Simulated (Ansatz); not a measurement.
# BFGeH4O: one species, many methods

The task here is to estimate one member of a computed series from the others.

Method: functionals in def2-TZVPP, the program's frozen cores in correlated methods; program: Ansatz 0.2.0, Gaussian basis.

Levels to be run: LDA (SPW92), PBE-D4, revPBE-D4, BLYP-D4, r2SCAN-D4, B97M-V, PBE0-D4, B3LYP-D4, r2SCANh-D4, r2SCAN0-D4, HSE06-D4, BHLYP-D4, CAM-B3LYP-D4, LC-ωPBE, ωB97X-V, ωB97M-V, B2PLYP, PBE-QIDH; CCSD(T)/def2-SVP; CCSD(T)/def2-TZVPP; MP2/def2-QZVPP; extrapolation to the limit; RPA on PBE.

**The relaxed structure**

The geometry comes from an earlier relaxation with PBE0-D4 in a triple-zeta def2 set; it is a stationary point, not always the lowest conformer.

8 atoms, charge 0, spin multiplicity 1.

Atoms are counted from 1 here; the program's logs count them from 0.

Bond lengths: O1–B2 1.348 Å, O1–H5 0.959 Å, B2–F3 1.326 Å, B2–Ge4 2.083 Å, Ge4–H6 1.537 Å, Ge4–H7 1.542 Å, Ge4–H8 1.537 Å. Angles: B2–O1–H5 113.9°, O1–B2–F3 116.0°, O1–B2–Ge4 124.8°, F3–B2–Ge4 119.2°, B2–Ge4–H6 111.1°, B2–Ge4–H7 110.5°, B2–Ge4–H8 111.2°, H6–Ge4–H7 107.9°, H6–Ge4–H8 108.1°, H7–Ge4–H8 107.9°.

Set-up of the first run:

File in.yaml:

```yaml
crystal:
  periodic: [false, false, false]
  atoms:
    - {symbol: O, position_ang: [1.776923, 0.708263, -0.630460]}
    - {symbol: B, position_ang: [1.057573, -0.138147, 0.132930]}
    - {symbol: F, position_ang: [1.755168, -0.962282, 0.903174]}
    - {symbol: Ge, position_ang: [-1.023162, -0.225570, 0.173810]}
    - {symbol: H, position_ang: [1.242803, 1.290053, -1.175228]}
    - {symbol: H, position_ang: [-1.563438, 0.082979, 1.579004]}
    - {symbol: H, position_ang: [-1.625134, 0.805152, -0.802461]}
    - {symbol: H, position_ang: [-1.528534, -1.617548, -0.236569]}
basis:
  gaussian: {orbitals: def2-TZVPP}
hamiltonian: {xc: lda}
output: {orbitals: {seedname: orbitals}}
```

The run is started by

```console
> ansatz run in.yaml --threads 2 --pin off --events-out ev --progress --plain --max-ram 4352MiB
```

Among the steps run: LDA; PBE-D4 (GGA); revPBE-D4 (GGA); BLYP-D4 (GGA); r2SCAN-D4 (meta-GGA); B97M-V (meta-GGA); B3LYP-D4 (hybrid); r2SCANh-D4 (hybrid); r2SCAN0-D4 (hybrid); HSE06-D4 (hybrid); BHLYP-D4 (hybrid); CAM-B3LYP-D4 (range-separated); LC-ωPBE (range-separated); ωB97X-V (range-separated); ωB97M-V (range-separated); B2PLYP (double hybrid); PBE-QIDH (double hybrid).

One of the session's tables, all rows but one given; the rest of the session is left out.

```
  functional  HOMO (eV)  gap (eV)
 LDA (SPW92)      -7.31      5.64
      PBE-D4      -7.17      5.73
   revPBE-D4          ?         ?
     BLYP-D4      -7.07      5.76
   r2SCAN-D4      -7.47      6.30
      B97M-V      -7.57      6.34
     PBE0-D4      -8.49      7.97
    B3LYP-D4      -8.29      7.55
  r2SCANh-D4      -7.96      7.11
  r2SCAN0-D4      -8.69      8.32
    HSE06-D4      -8.09      7.19
    BHLYP-D4      -9.75     10.19
CAM-B3LYP-D4      -9.88     10.47
     LC-ωPBE     -11.19     12.97
     ωB97X-V     -10.85     12.51
     ωB97M-V     -10.67     12.13
```

Estimate the missing values for revPBE-D4.

The run gave: HOMO (eV): -7.10; gap (eV): 5.77. In the column «HOMO (eV)» it lies between PBE-D4 (-7.17) and BLYP-D4 (-7.07).
